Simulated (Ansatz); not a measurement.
# BP: the cost of one run

All numbers are computed with Ansatz 0.2.0, driven from Python. Level of theory: DFT PBE, all-electron LAPW.

### Step 1. The structure

Symmetry: F-43m, No. 216, cubic system. The conventional cell has a = 4.538 Å, b = 4.538 Å, c = 4.538 Å, α = 90.00°, β = 90.00°, γ = 90.00°. B (site symmetry -43m) has 4 P at 1.97 Å as nearest neighbours. P (site symmetry -43m) has 4 B at 1.97 Å as nearest neighbours.

The script holds or builds the structure itself.

### Step 2. Script

File bp_eos_lapw.py:

```python
"""All-electron equation of state of BP."""

import warnings

import ansatz as az
from ase.eos import EquationOfState
from ase.units import GPa
import numpy as np

vectors0 = np.array([
    [0.0, 2.269, 2.269],
    [2.269, 0.0, 2.269],
    [2.269, 2.269, 0.0],
])
sites = [
    ("B", (0.0, 0.0, 0.0)),
    ("P", (0.25, 0.25, 0.25)),
]


def make_crystal(cell):
    crystal = az.Crystal(lattice=az.Lattice.of(cell))
    for symbol, position in sites:
        crystal = crystal.atom(symbol, position)
    return crystal


def main() -> None:
    warnings.simplefilter("ignore", az.DeckWarning)

    volumes, energies = [], []
    for scale in np.linspace(0.92, 1.08, 5):
        cell = vectors0 * scale ** (1 / 3)
        calc = (
            make_crystal(cell).calculation()
            .functional("PBE")
            .occupations("fixed")
            .scf(tolerance=1e-09)
            .kpoints(8, 8, 8)  # the mesh must be finer for metals
            .pseudopotentials("all_electron", lapw=True)
        )
        r = calc.run(threads=1, backend="cpu").report
        volumes.append(abs(np.linalg.det(cell)) / len(sites))
        energies.append(r["free_energy_ev"] / len(sites))
        print(f"{scale:.3f} {volumes[-1]:9.4f} A^3/atom {energies[-1]:16.5f} eV/atom  (estimated basis error {1000 * r['lapw_basis_errors']['total_ev_per_atom']:.2f} meV/atom)")
    v0, e0, bulk = EquationOfState(volumes, energies, eos="birchmurnaghan").fit()
    print(f"V0 = {v0:.4f} A^3/atom, B0 = {bulk / GPa:.1f} GPa")


if __name__ == "__main__":
    main()
```

### Step 3. What the engine is handed

The engine receives this input (first run):

```yaml
crystal:
  lattice:
    - [0.0, 2.2068040466905843, 2.2068040466905843]
    - [2.2068040466905843, 0.0, 2.2068040466905843]
    - [2.2068040466905843, 2.2068040466905843, 0.0]
  atoms:
    - { symbol: B, position: [0.0, 0.0, 0.0] }
    - { symbol: P, position: [0.25, 0.25, 0.25] }
kpoints:
  mp_grid:
    grid: [8, 8, 8]
hamiltonian:
  xc: pbe
  pseudopotentials:
    kind: all_electron
    lapw: {}
scf:
  convergence:
    dr2_threshold: 1.0e-09
  occupations:
    method: fixed
```

### Step 4. Running it

Command:

```sh
> python bp_eos_lapw.py
```

**Question.** How long does this script take on 1 thread of Arm Neoverse V2, shared host, and how much memory does it need?

About 20 s, with a peak of 0.31 GiB.
